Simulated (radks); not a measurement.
# Taking charge from the 3s level of Mo in fractions

One table from this session's results is given with a row withheld; the runs are named, their logs left out.

The numbers are computed with radks (a radial shooting solver on a logarithmic mesh, Libxc functionals) version 1 (scalar-relativistic Kohn-Sham, r2SCAN, spin-polarised, spherical densities, finite nucleus; open shells are filled with parallel spins first), except any that are marked as measured or tabulated.

**The atom as given**

| Property | Result |
| --- | --- |
| element | molybdenum (Z = 42) |
| charge | 0 |
| electrons | 42 |
| configuration | [Ne] 3s(up 1, down 1) 3p6 3d10 4s2 4p6 4d5 5s1 |
| nuclear rms radius | 4.4091 fm |

A shell typed twice in an input gives spin up, then spin down.

Set-up of the first run:

The run's settings:

```text
Z 42
configuration [Ne] 3s1 3s1 3p6 3d10 4s2 4p6 4d5 5s1
relativity scalar-relativistic
functional r2scan,r2scan
spin polarised
nucleus finite rms 4.4091 fm
c 137.035999084
```

Started as:

```
$ python run_ks.py task.json out
```

The same process makes all the runs of this session.

Among the steps run: Start: [Ne] 3s(up 1, down 1) 3p6 3d10 4s2 4p6 4d5 5s1.

One table of the session follows, with a row left open; its other results are not shown here.

Sizes of the orbitals, from the radial functions (bohr):

```
  level     <r>  outermost maximum (interpolated)  90 % within  nodes
  3d up  0.4153                             0.323        0.663      0
3d down  0.4153                             0.324        0.663      0
  4s up       ?                                 ?            ?      ?
4s down   1.106                             0.986         1.61      3
  4p up   1.250                              1.08         1.86      2
4p down   1.230                              1.07         1.82      2
  5s up   3.418                              2.87         5.09      4
  4d up   1.955                              1.39         3.22      1
```

**Question.** Estimate the row for 4s up.

As computed: <r>: 1.118; outermost maximum (interpolated): 0.995; 90 % within: 1.63; nodes: 3. In the column «<r>» it lies between 4s down (1.106) and 4p down (1.230).
